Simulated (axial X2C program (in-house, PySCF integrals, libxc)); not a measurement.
**MoBr: bond curves with and without spin–orbit coupling**

What are the state, bond length, wavenumber and bond energy of MoBr, and what does spin–orbit coupling change?

The runs use an in-house X2C program for linear molecules on PySCF integrals; all-electron X2C, Mo dyall-v3z, Br dyall-v3z.

All values are calculated.

## 1. Set-up

Input file task.json:

```json
{
 "zs": [
  42,
  35
 ],
 "q": 0,
 "bas": [
  "dyall-v3z",
  "dyall-v3z"
 ],
 "levels": [
  "PBE0",
  "HF",
  "B97-3",
  "BLYP"
 ],
 "cc": false,
 "r0": 2.52,
 "npts": 10,
 "nst": 2,
 "ntry": 6
}
```

Keys: zs atomic numbers; q charge; bas basis sets; levels methods (HF also brings MP2); cc coupled cluster on or off; r0 starting distance in Å; npts points asked for on the curve; nst determinants followed; ntry starts of the search.

Started as:

```bash
$ python so2c.py task.json out
```

Spin-free means the one-electron spin-free X2C Hamiltonian; two-component (2c) means X2C with spin–orbit coupling and atomic mean-field two-electron Coulomb and Gaunt terms. Basis: Mo dyall-v3z contracted to [11s12p9d3f2g], Br dyall-v3z contracted to [8s9p6d1f]; Gaussian nuclei, density fitting. Masses: Mo 97.905 u, Br 78.918 u.

Notation: σ, π±, δ± give the projection m of an orbital's angular momentum (0, ±1, ±2), α and β its spin, Λ and M_S the sums; ω is the projection of a spinor's total angular momentum and Ω the sum. Logs are in hartree.

The results follow Hamiltonian by Hamiltonian and level by level.

## 2. Which state to follow

PBE0 moves the distance from 2.520 Å to 2.440 Å and compares determinants there.

Spin-free determinants:

```
ΔE (eV)             state                                   open shells
   0.00  M_S = 5/2, Λ = 0  beyond closed shells: σα, π+α, π-α, δ+α, δ-α
   1.51  M_S = 5/2, Λ = 1   beyond closed shells: 2 × σα, π+α, δ+α, δ-α
   1.58  M_S = 3/2, Λ = 0  beyond closed shells: σβ, π+α, π-α, δ+α, δ-α
   1.91  M_S = 3/2, Λ = 0  beyond closed shells: σα, π+β, π-α, δ+α, δ-α
   1.97  M_S = 3/2, Λ = 1           beyond closed shells: π+α, δ+α, δ-α
   2.26  M_S = 3/2, Λ = 2           beyond closed shells: π+α, π-α, δ+α
   2.32  M_S = 5/2, Λ = 2   beyond closed shells: 2 × σα, π+α, π-α, δ+α
```

Two-component determinants:

```json
{"ΔE (eV)": "0.00", "state": "Ω = 5/2", "open shells": "excess of +ω over −ω: ω = 5/2"}
{"ΔE (eV)": "1.45", "state": "Ω = 3/2", "open shells": "excess of +ω over −ω: ω = 1/2, ω = -3/2, ω = 5/2"}
{"ΔE (eV)": "1.58", "state": "Ω = 7/2", "open shells": "excess of +ω over −ω: 2 × ω = 1/2, ω = 5/2"}
{"ΔE (eV)": "1.58", "state": "Ω = 3/2", "open shells": "excess of +ω over −ω: 2 × ω = -1/2, ω = 5/2"}
{"ΔE (eV)": "1.90", "state": "Ω = 1/2", "open shells": "excess of +ω over −ω: 2 × ω = 3/2, ω = -5/2"}
{"ΔE (eV)": "1.91", "state": "Ω = 1/2", "open shells": "excess of +ω over −ω: ω = -1/2, ω = -3/2, ω = 5/2"}
{"ΔE (eV)": "2.00", "state": "Ω = 3/2", "open shells": "excess of +ω over −ω: ω = 1/2, ω = -3/2, ω = 5/2"}
```

## 3. PBE0, spin-free

State followed: M_S = 5/2, Λ = 0 (beyond closed shells: σα, π+α, π-α, δ+α, δ-α). The scan is laid around 2.440 Å, a first estimate of the minimum, and this SCF restarts from the orbitals of the search.

The SCF at the reference distance of 2.440 Å:

```text
spin-free X2C-1e  PBE0
basis functions 203  fitting functions 1167  grid points 5798
iter        total energy     max residual
   1      -6654.225985576     3.04e-05
   2      -6654.225985607     2.84e-05
   3      -6654.225985619     1.14e-05
   4      -6654.225985620     1.11e-05
converged
one-electron -9846.72395469  Coulomb 3090.98642320  exact exchange -53.46368501  xc functional -163.83235111  nuclear repulsion 318.80758199
```

Along the bond, energies from the lowest point:

| R (Å) | E (eV) | μ (D) | HOMO (eV) | LUMO (eV) | iterations |
| --- | --- | --- | --- | --- | --- |
| 2.123 | 0.8787 | -2.95 | -5.62 | -2.06 | 28 |
| 2.220 | 0.3558 | -3.44 | -5.81 | -2.27 | 27 |
| 2.294 | 0.1379 | -3.82 | -5.94 | -2.42 | 23 |
| 2.367 | 0.0285 | -4.20 | -6.06 | -2.57 | 22 |
| 2.440 | 0.0000 | -4.58 | -6.15 | -2.72 | 4 |
| 2.525 | 0.0406 | -5.03 | -6.23 | -2.89 | 24 |
| 2.611 | 0.1366 | -5.47 | -6.31 | -3.05 | 21 |
| 2.721 | 0.3118 | -6.02 | -6.42 | -3.25 | 23 |
| 2.855 | 0.5690 | -6.66 | -6.52 | -3.46 | 23 |
| 3.050 | 0.9690 | -7.49 | -6.53 | -3.74 | 25 |

Dipoles are positive if Br is the positive end.

Outer orbitals at the reference distance:

```json
{"symmetry": "σα", "occupied": "yes", "ε (eV)": "-20.92", "atomic character": "76% Br s, 8% Mo d, 7% Mo p"}
{"symmetry": "σβ", "occupied": "yes", "ε (eV)": "-20.91", "atomic character": "76% Br s, 8% Mo d, 8% Mo p"}
{"symmetry": "σα", "occupied": "yes", "ε (eV)": "-9.21", "atomic character": "68% Br p, 22% Mo d, 4% Mo s"}
{"symmetry": "σβ", "occupied": "yes", "ε (eV)": "-8.89", "atomic character": "80% Br p, 10% Mo d, 5% Mo s"}
{"symmetry": "π-α", "occupied": "yes", "ε (eV)": "-8.44", "atomic character": "58% Br p, 37% Mo d, 2% Mo f"}
{"symmetry": "π+α", "occupied": "yes", "ε (eV)": "-8.44", "atomic character": "58% Br p, 37% Mo d, 2% Mo f"}
{"symmetry": "π+β", "occupied": "yes", "ε (eV)": "-7.83", "atomic character": "82% Br p, 9% Mo d, 4% Mo f"}
{"symmetry": "π-β", "occupied": "yes", "ε (eV)": "-7.83", "atomic character": "82% Br p, 9% Mo d, 4% Mo f"}
{"symmetry": "δ+α", "occupied": "yes", "ε (eV)": "-6.77", "atomic character": "100% Mo d"}
{"symmetry": "δ-α", "occupied": "yes", "ε (eV)": "-6.77", "atomic character": "100% Mo d"}
{"symmetry": "π-α", "occupied": "yes", "ε (eV)": "-6.17", "atomic character": "63% Mo d, 28% Br p, 5% Mo p"}
{"symmetry": "π+α", "occupied": "yes", "ε (eV)": "-6.17", "atomic character": "63% Mo d, 28% Br p, 5% Mo p"}
{"symmetry": "σα", "occupied": "yes", "ε (eV)": "-6.15", "atomic character": "47% Mo d, 46% Mo s, 6% Br p"}
{"symmetry": "σα", "occupied": "no", "ε (eV)": "-2.72", "atomic character": "34% Mo p, 32% Mo s, 22% Mo d"}
{"symmetry": "σβ", "occupied": "no", "ε (eV)": "-1.70", "atomic character": "78% Mo s, 12% Mo d, 6% Mo p"}
{"symmetry": "σβ", "occupied": "no", "ε (eV)": "-0.89", "atomic character": "58% Mo d, 30% Mo p, 7% Br p"}
{"symmetry": "π+β", "occupied": "no", "ε (eV)": "-0.76", "atomic character": "86% Mo d, 5% Mo p, 4% Br p"}
```

PBE0 fields in the half plane through the axis: z from -2.4 to 4.8 Å across, distance from the axis 0.15 to 2.25 Å upwards; Mo lies at z = 0 and Br at z = 2.440 Å; the ELF is damped to zero where the density is low.

log10 density (e/bohr³). Ten even steps from '0' (-4.66 ) to '9' (1.66 ):
```
0111222222222222222211100
0112233333333333333222110
1122333443333334443332210
1123344444444444444433211
1223445555544455555443221
1223455666555556665544321
1123456777655566776554321
1123457898765568986554322
```

ELF. Ten even steps from '0' (0.00 ) to '9' (0.85 ):
```
0001233332210001221100000
0002344443211123444310000
0012455543221246776531000
0012345543222478998753100
0001345554323689999974200
0000146888523897579985310
0000148738834862424986310
0000059363834827392896310
```

Re = 2.435 Å, ωe = 264.8 cm⁻¹, ωexe = 0.745 cm⁻¹, Be = 0.06508 cm⁻¹, De = 3.32 eV, μ = -4.56 D.

## 4. HF, spin-free

Output at 2.440 Å:

```text
spin-free X2C-1e  HF
basis functions 203  fitting functions 1167  grid points 5798
iter        total energy     max residual
   1      -6650.784689544     3.89e-01
   2      -6650.818298876     7.75e-03
   3      -6650.820026227     2.11e-02
   4      -6650.820369439     3.01e-03
   5      -6650.820395949     6.47e-04
   6      -6650.820400734     4.92e-04
   7      -6650.820401961     1.34e-04
   8      -6650.820402422     1.02e-04
   9      -6650.820402704     1.26e-04
  10      -6650.820402915     5.31e-05
  11      -6650.820403000     2.22e-05
  12      -6650.820403022     1.64e-05
  13      -6650.820403025     5.92e-06
  14      -6650.820403026     1.19e-06
converged
one-electron -9846.71602307  Coulomb 3091.09111039  exact exchange -214.00307233  xc functional 0.00000000  nuclear repulsion 318.80758199
```

Re = 2.544 Å, ωe = 230.5 cm⁻¹, ωexe = 0.684 cm⁻¹, Be = 0.05959 cm⁻¹, De = 2.12 eV, μ = -6.56 D.

## 5. B97-3, spin-free

The SCF at the reference distance of 2.440 Å:

```text
spin-free X2C-1e  B97-3
basis functions 203  fitting functions 1167  grid points 5798
iter        total energy     max residual
   1      -6654.293819607     3.59e-02
   2      -6654.295240812     3.29e-03
   3      -6654.295355483     4.10e-03
   4      -6654.295432686     1.62e-03
   5      -6654.295495941     2.84e-03
   6      -6654.295554868     2.59e-03
   7      -6654.295597287     1.79e-03
   8      -6654.295605994     1.14e-03
   9      -6654.295614072     2.59e-04
  10      -6654.295614372     9.48e-05
  11      -6654.295614491     3.35e-05
  12      -6654.295614500     1.87e-05
converged
one-electron -9846.95505811  Coulomb 3091.22946745  exact exchange -57.59097290  xc functional -159.78663292  nuclear repulsion 318.80758199
```

Re = 2.456 Å, ωe = 255.5 cm⁻¹, ωexe = 0.753 cm⁻¹, Be = 0.06397 cm⁻¹, De = 3.46 eV, μ = -4.60 D.

## 6. BLYP, spin-free

Output at 2.440 Å:

```text
spin-free X2C-1e  BLYP
basis functions 203  fitting functions 1167  grid points 5798
iter        total energy     max residual
   1      -6655.042684907     1.40e-01
   2      -6655.051564828     1.26e-02
   3      -6655.052965085     1.19e-02
   4      -6655.052983123     4.84e-03
   5      -6655.053254337     5.04e-03
   6      -6655.053295317     1.38e-03
   7      -6655.053300576     2.55e-04
   8      -6655.053301068     2.44e-04
   9      -6655.053301284     3.32e-05
  10      -6655.053301296     2.98e-05
  11      -6655.053301299     5.95e-06
converged
one-electron -9845.60919566  Coulomb 3089.81225179  exact exchange 0.00000000  xc functional -218.06393941  nuclear repulsion 318.80758199
```

Re = 2.454 Å, ωe = 257.5 cm⁻¹, ωexe = 0.738 cm⁻¹, Be = 0.06407 cm⁻¹, De = 3.40 eV, μ = -3.69 D.

## 7. MP2, spin-free

Correlated methods: 21 electrons correlated (frozen shells, counted by type: Mo 3 s, 2 p, 1 d; Br 3 s, 2 p, 1 d), 265 virtual spinors in MP2.

MP2: Re = 2.424 Å, ωe = 274.6 cm⁻¹, Be = 0.06564 cm⁻¹, De = 3.29 eV.

## 8. A higher determinant, spin-free

State: M_S = 5/2, Λ = 1 (beyond closed shells: 2 × σα, π+α, δ+α, δ-α).

Output at the reference distance:

```text
spin-free X2C-1e  PBE0
basis functions 203  fitting functions 1167  grid points 5798
iter        total energy     max residual
   1      -6654.170541539     5.60e-05
   2      -6654.170541561     5.42e-05
   3      -6654.170541591     9.06e-06
   4      -6654.170541592     2.46e-06
converged
one-electron -9842.82519192  Coulomb 3087.03125103  exact exchange -53.43690420  xc functional -163.74727848  nuclear repulsion 318.80758199
```

| R (Å) | E above the lowest PBE0 point (eV) |
| --- | --- |
| 2.123 | 2.556 |
| 2.220 | 1.980 |
| 2.294 | 1.722 |
| 2.367 | 1.574 |
| 2.440 | 1.509 |
| 2.525 | 1.509 |
| 2.611 | 1.569 |
| 2.721 | 1.702 |
| 2.855 | 1.912 |

Re = 2.481 Å, ωe = 245.7 cm⁻¹, ωexe = 0.723 cm⁻¹, Be = 0.06269 cm⁻¹, μ = -1.11 D. Te = 1.50 eV.

## 9. The spin-free curves together

Energy (eV) of the followed determinant, spin-free, from each level's lowest point:

| R (Å) | PBE0 | HF | MP2 | B97-3 | BLYP |
| --- | --- | --- | --- | --- | --- |
| 2.123 | 0.879 | 1.444 | 0.853 | 0.957 | 0.962 |
| 2.220 | 0.356 | 0.729 | 0.336 | 0.409 | 0.410 |
| 2.294 | 0.138 | 0.389 | 0.123 | 0.173 | 0.172 |
| 2.367 | 0.028 | 0.173 | 0.020 | 0.046 | 0.045 |
| 2.440 | 0.000 | 0.053 | 0.000 | 0.000 | 0.000 |
| 2.525 | 0.041 | 0.000 | 0.052 | 0.022 | 0.023 |
| 2.611 | 0.137 | 0.016 | 0.162 | 0.100 | 0.104 |
| 2.721 | 0.312 | 0.103 | 0.358 | 0.255 | 0.263 |
| 2.855 | 0.569 | 0.272 | 0.640 | 0.492 | 0.502 |
| 3.050 | 0.969 | 0.578 | 1.078 | 0.868 | 0.880 |

## 10. PBE0, 2c

State followed: Ω = 5/2 (excess of +ω over −ω: ω = 5/2). The scan is laid around 2.440 Å, a first estimate of the minimum, and this SCF restarts from the orbitals of the search.

Output at 2.440 Å:

```text
two-component X2C + atomic mean field  PBE0
basis functions 203  fitting functions 1167  grid points 5798
iter        total energy     max residual
   1      -6651.718482513     8.27e-05
   2      -6651.718482528     3.08e-05
   3      -6651.718482540     1.35e-05
   4      -6651.718482541     7.26e-06
converged
one-electron -9840.09743685  Coulomb 3089.66108758  exact exchange -53.43937083  xc functional -163.75861852  nuclear repulsion 318.80758199  atomic mean-field constant -2.89172591
```

Along the bond, energies from the lowest point:

| R (Å) | E (eV) | μ (D) | HOMO (eV) | LUMO (eV) | iterations |
| --- | --- | --- | --- | --- | --- |
| 2.123 | 0.8834 | -2.94 | -5.54 | -2.06 | 28 |
| 2.220 | 0.3590 | -3.43 | -5.73 | -2.26 | 29 |
| 2.294 | 0.1400 | -3.81 | -5.86 | -2.42 | 27 |
| 2.367 | 0.0295 | -4.19 | -5.97 | -2.57 | 22 |
| 2.440 | 0.0000 | -4.57 | -6.08 | -2.72 | 4 |
| 2.525 | 0.0393 | -5.02 | -6.18 | -2.89 | 25 |
| 2.611 | 0.1342 | -5.45 | -6.27 | -3.05 | 21 |
| 2.721 | 0.3079 | -6.00 | -6.35 | -3.24 | 25 |
| 2.855 | 0.5633 | -6.63 | -6.41 | -3.45 | 24 |
| 3.050 | 0.9605 | -7.44 | -6.40 | -3.73 | 25 |

Dipoles are positive if Br is the positive end.

Outer spinors at the reference distance:

| ω | occupied | ε (eV) | atomic character | λ mixture |
| --- | --- | --- | --- | --- |
| 1/2 | yes | -20.92 | 76% Br s, 8% Mo d, 7% Mo p | 100% σ |
| -1/2 | yes | -20.92 | 76% Br s, 8% Mo d, 8% Mo p | 100% σ |
| 1/2 | yes | -9.23 | 69% Br p, 22% Mo d, 4% Mo s | 98% σ, 2% π |
| -1/2 | yes | -8.96 | 79% Br p, 12% Mo d, 4% Mo s | 88% σ, 12% π |
| -1/2 | yes | -8.50 | 60% Br p, 34% Mo d, 2% Mo f | 88% π, 12% σ |
| 3/2 | yes | -8.32 | 55% Br p, 39% Mo d, 2% Mo f | 100% π |
| 1/2 | yes | -7.96 | 81% Br p, 10% Mo d, 4% Mo f | 98% π, 2% σ |
| -3/2 | yes | -7.68 | 81% Br p, 10% Mo d, 4% Mo f | 100% π |
| -3/2 | yes | -6.85 | 100% Mo d | 100% δ |
| 5/2 | yes | -6.68 | 100% Mo d | 100% δ |
| -1/2 | yes | -6.24 | 65% Mo d, 26% Br p, 4% Mo p | 100% π |
| 1/2 | yes | -6.15 | 46% Mo d, 46% Mo s, 7% Br p | 100% σ |
| 3/2 | yes | -6.08 | 61% Mo d, 30% Br p, 5% Mo p | 100% π |
| 1/2 | no | -2.72 | 34% Mo p, 32% Mo s, 22% Mo d | 100% σ |
| -1/2 | no | -1.70 | 78% Mo s, 12% Mo d, 7% Mo p | 100% σ |
| -1/2 | no | -0.89 | 57% Mo d, 32% Mo p, 6% Br p | 96% σ, 4% π |
| 1/2 | no | -0.79 | 87% Mo d, 5% Mo p, 4% Br p | 100% π |

PBE0 fields in the half plane through the axis: z from -2.4 to 4.8 Å across, distance from the axis 0.15 to 2.25 Å upwards; Mo lies at z = 0 and Br at z = 2.440 Å; the ELF is damped to zero where the density is low.

log10 density (e/bohr³). Ten even steps from ' ' (-4.66 ) to '@' (1.66 ):
```
  ......::::::::::::::::::::::::::::::::......    
  ....::::----------------------------::::::....  
....::::------====------------======------::::..  
....::----==============================----::....
..::::--====++++++++++======++++++++++====--::::..
..::::--==++++******++++++++++******++++====--::..
....::--==++**######**++++++****####**++++==--::..
....::--==++##%%@@%%##**++++**%%@@%%**++++==--::::
```

ELF. Ten even steps from '0' (0.00 ) to '9' (0.85 ):
```
0001233332210001221100000
0002344443211123444310000
0012455543221246776531000
0012345543222478998753100
0001345554323689999974200
0000146888523897579985310
0000148738834862424986310
0000059363834827392896310
```

Re = 2.436 Å, ωe = 264.1 cm⁻¹, ωexe = 0.747 cm⁻¹, Be = 0.06501 cm⁻¹, De = 3.21 eV, μ = -4.55 D.

## 11. HF, 2c

Output at 2.440 Å:

```text
two-component X2C + atomic mean field  HF
basis functions 203  fitting functions 1167  grid points 5798
iter        total energy     max residual
   1      -6648.277976503     3.85e-01
   2      -6648.311581379     7.74e-03
   3      -6648.313313817     2.10e-02
   4      -6648.313660378     3.03e-03
   5      -6648.313688553     6.75e-04
   6      -6648.313694305     5.60e-04
   7      -6648.313696023     1.39e-04
   8      -6648.313696719     1.17e-04
   9      -6648.313697092     1.41e-04
  10      -6648.313697314     5.53e-05
  11      -6648.313697402     2.16e-05
  12      -6648.313697431     2.37e-05
  13      -6648.313697442     1.05e-05
  14      -6648.313697445     4.38e-06
  15      -6648.313697447     4.43e-06
  16      -6648.313697447     2.35e-06
converged
one-electron -9840.09415187  Coulomb 3089.77067932  exact exchange -213.90608098  xc functional 0.00000000  nuclear repulsion 318.80758199  atomic mean-field constant -2.89172591
```

Re = 2.546 Å, ωe = 229.9 cm⁻¹, ωexe = 0.68 cm⁻¹, Be = 0.05951 cm⁻¹, De = 1.96 eV, μ = -6.57 D.

## 12. B97-3, 2c

Output at 2.440 Å:

```text
two-component X2C + atomic mean field  B97-3
basis functions 203  fitting functions 1167  grid points 5798
iter        total energy     max residual
   1      -6651.786814302     3.60e-02
   2      -6651.788287959     3.28e-03
   3      -6651.788446794     4.63e-03
   4      -6651.788596003     2.25e-03
   5      -6651.788728766     5.93e-03
   6      -6651.789000951     3.79e-03
   7      -6651.789308249     2.78e-03
   8      -6651.789419488     4.89e-03
   9      -6651.789610905     2.79e-03
  10      -6651.789688515     9.79e-04
  11      -6651.789710383     5.47e-04
  12      -6651.789713559     1.82e-04
  13      -6651.789714302     9.24e-05
  14      -6651.789714594     4.12e-05
  15      -6651.789714703     3.09e-05
  16      -6651.789714723     1.02e-05
  17      -6651.789714729     5.32e-06
converged
one-electron -9840.19381688  Coulomb 3089.76355255  exact exchange -57.56237745  xc functional -159.71292903  nuclear repulsion 318.80758199  atomic mean-field constant -2.89172591
```

Re = 2.451 Å, ωe = 256.6 cm⁻¹, ωexe = 0.742 cm⁻¹, Be = 0.06423 cm⁻¹, De = 3.36 eV, μ = -4.51 D.

## 13. BLYP, 2c

Output at 2.440 Å:

```text
two-component X2C + atomic mean field  BLYP
basis functions 203  fitting functions 1167  grid points 5798
iter        total energy     max residual
   1      -6652.534390743     1.45e-01
   2      -6652.543275421     1.24e-02
   3      -6652.544678484     1.22e-02
   4      -6652.544696207     4.85e-03
   5      -6652.544969108     5.21e-03
   6      -6652.545010094     1.45e-03
   7      -6652.545015364     2.66e-04
   8      -6652.545015856     2.55e-04
   9      -6652.545016074     3.32e-05
  10      -6652.545016085     3.01e-05
  11      -6652.545016089     5.99e-06
converged
one-electron -9838.98338970  Coulomb 3088.48752012  exact exchange 0.00000000  xc functional -217.96500259  nuclear repulsion 318.80758199  atomic mean-field constant -2.89172591
```

Re = 2.455 Å, ωe = 256.7 cm⁻¹, ωexe = 0.741 cm⁻¹, Be = 0.06399 cm⁻¹, De = 3.25 eV, μ = -3.68 D.

## 14. Correlated methods, 2c

Correlated methods: 21 electrons correlated (frozen shells, counted by type: Mo 3 s, 2 p, 1 d; Br 3 s, 2 p, 1 d), 265 virtual spinors in MP2.

MP2: Re = 2.425 Å, ωe = 274.1 cm⁻¹, Be = 0.06558 cm⁻¹, De = 3.14 eV.

## 15. A higher determinant, 2c

State: Ω = 3/2 (excess of +ω over −ω: ω = 1/2, ω = -3/2, ω = 5/2).

Output at the reference distance:

```text
two-component X2C + atomic mean field  PBE0
basis functions 203  fitting functions 1167  grid points 5798
iter        total energy     max residual
   1      -6651.665343654     4.60e-05
   2      -6651.665343665     4.68e-05
   3      -6651.665343688     1.11e-05
   4      -6651.665343690     5.95e-06
converged
one-electron -9836.24735960  Coulomb 3085.75349597  exact exchange -53.41273058  xc functional -163.67460556  nuclear repulsion 318.80758199  atomic mean-field constant -2.89172591
```

| R (Å) | E above the lowest PBE0 point (eV) |
| --- | --- |
| 2.123 | 2.495 |
| 2.220 | 1.919 |
| 2.294 | 1.661 |
| 2.367 | 1.512 |
| 2.440 | 1.446 |
| 2.525 | 1.446 |
| 2.611 | 1.504 |
| 2.721 | 1.634 |
| 2.855 | 1.839 |

Re = 2.482 Å, ωe = 244.5 cm⁻¹, ωexe = 0.75 cm⁻¹, Be = 0.06263 cm⁻¹, μ = -1.04 D. Te = 1.44 eV.

## 16. The 2c curves together

Energy (eV) of the followed determinant, 2c, from each level's lowest point:

| R (Å) | PBE0 | HF | MP2 | B97-3 | BLYP |
| --- | --- | --- | --- | --- | --- |
| 2.123 | 0.883 | 1.451 | 0.858 | 0.935 | 0.967 |
| 2.220 | 0.359 | 0.734 | 0.339 | 0.395 | 0.413 |
| 2.294 | 0.140 | 0.392 | 0.125 | 0.164 | 0.174 |
| 2.367 | 0.030 | 0.176 | 0.021 | 0.041 | 0.046 |
| 2.440 | 0.000 | 0.054 | 0.000 | 0.000 | 0.000 |
| 2.525 | 0.039 | 0.000 | 0.051 | 0.026 | 0.022 |
| 2.611 | 0.134 | 0.014 | 0.160 | 0.108 | 0.102 |
| 2.721 | 0.308 | 0.100 | 0.354 | 0.266 | 0.258 |
| 2.855 | 0.563 | 0.268 | 0.636 | 0.505 | 0.495 |
| 3.050 | 0.960 | 0.572 | 1.072 | 0.882 | 0.870 |

Time for the job: 6.4 min (1 thread of Arm Neoverse N1, shared host); peak memory 0.46 GiB.

## 17. Constants

Lowest determinant that the search found at its distance, spin-free: M_S = 5/2, Λ = 0 (beyond closed shells: σα, π+α, π-α, δ+α, δ-α).

Lowest determinant that the search found at its distance, 2c: Ω = 5/2 (excess of +ω over −ω: ω = 5/2).

```json
{"Hamiltonian": "spin-free", "level": "PBE0", "Re (Å)": "2.435", "ωe (cm⁻¹)": "264.8", "De (eV)": "3.32", "μ (D)": "-4.56"}
{"Hamiltonian": "spin-free", "level": "HF", "Re (Å)": "2.544", "ωe (cm⁻¹)": "230.5", "De (eV)": "2.12", "μ (D)": "-6.56"}
{"Hamiltonian": "spin-free", "level": "MP2", "Re (Å)": "2.424", "ωe (cm⁻¹)": "274.6", "De (eV)": "3.29", "μ (D)": "n/a"}
{"Hamiltonian": "spin-free", "level": "B97-3", "Re (Å)": "2.456", "ωe (cm⁻¹)": "255.5", "De (eV)": "3.46", "μ (D)": "-4.60"}
{"Hamiltonian": "spin-free", "level": "BLYP", "Re (Å)": "2.454", "ωe (cm⁻¹)": "257.5", "De (eV)": "3.40", "μ (D)": "-3.69"}
{"Hamiltonian": "2c", "level": "PBE0", "Re (Å)": "2.436", "ωe (cm⁻¹)": "264.1", "De (eV)": "3.21", "μ (D)": "-4.55"}
{"Hamiltonian": "2c", "level": "HF", "Re (Å)": "2.546", "ωe (cm⁻¹)": "229.9", "De (eV)": "1.96", "μ (D)": "-6.57"}
{"Hamiltonian": "2c", "level": "MP2", "Re (Å)": "2.425", "ωe (cm⁻¹)": "274.1", "De (eV)": "3.14", "μ (D)": "n/a"}
{"Hamiltonian": "2c", "level": "B97-3", "Re (Å)": "2.451", "ωe (cm⁻¹)": "256.6", "De (eV)": "3.36", "μ (D)": "-4.51"}
{"Hamiltonian": "2c", "level": "BLYP", "Re (Å)": "2.455", "ωe (cm⁻¹)": "256.7", "De (eV)": "3.25", "μ (D)": "-3.68"}
```

Dipoles are positive if Br is the positive end.

Time per point (s) on 1 thread of Arm Neoverse N1, shared host (2c runs); the times are rough: PBE0 3.4, HF 2.8, MP2 3.3, B97-3 3.7, BLYP 1.4.

**Reading.** At MP2, going from spin-free to two-component changes Re by +1 mÅ, ωe by -0.2 %; the spin-free picture holds up (part of it comes from the scalar share of the two-electron terms). It costs about 1.8 times the time. De moves by -0.14 eV; both De rest on single-determinant atoms, which can miss part of an open shell's spin–orbit lowering.

De refers to Mo + Br, each in the lowest determinant found, which need not be this curve's own limit. Each curve is one determinant whose occupation by symmetry is held fixed; it was picked as the lowest of a PBE0 search that is not exhaustive. De is counted from the lowest determinant-based energies of the atoms at the same level, without counterpoise correction. Density functionals use the spin component along the axis (collinear). With several unpaired electrons one determinant need not be a pure state.
